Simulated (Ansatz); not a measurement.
# LiY3 in Ansatz: the effect of strain

The system is LiY3.

```
Y Li
1.0
    -2.36719    2.36719    5.11358
     2.36719   -2.36719    5.11358
     2.36719    2.36719   -5.11358
Y Li
3 1
Direct
  0.50000 0.50000 0.00000
  0.25000 0.75000 0.50000
  0.75000 0.25000 0.50000
  0.00000 0.00000 0.00000
```

The cell comes from a database or a generator and needn't be the stable form of this composition.

Alike in all runs:

```yaml
Program: Ansatz 0.2.0
Task: band structure
Functional: PBE
Potentials_or_basis: Ansatz PAW
Cutoff: "420 eV (not typed: the program's choice for these potentials)"
k_mesh: 7 × 7 × 7
Occupations: fermi-dirac, width 0.05 eV
Spin: no spin polarisation
Kind_of_strain: uniaxial
Path: "[[\"G\", \"X\", \"Y\", \"S\", \"G\", \"Z\", \"S1\", \"N\", \"P\", \"Y1\", \"Z\"], [\"X\", \"P\"]]"
Points_for_each_segment_of_the_path: 14
```

```tsv
strain	pressure (GPa)
-0.04	1.4
-0.02	0.7
-0.01	0.3
0	0.0
0.01	-0.3
0.02	-0.6
0.04	?
```

Question: What does the run with strain 0.04 give?

Answer: Pressure -1.2 GPa.

Worked out: A straight line through the other rows of the pressure, of slope -33.4 GPa per unit of strain, extrapolates to -1.3 GPa, against the run's -1.2.
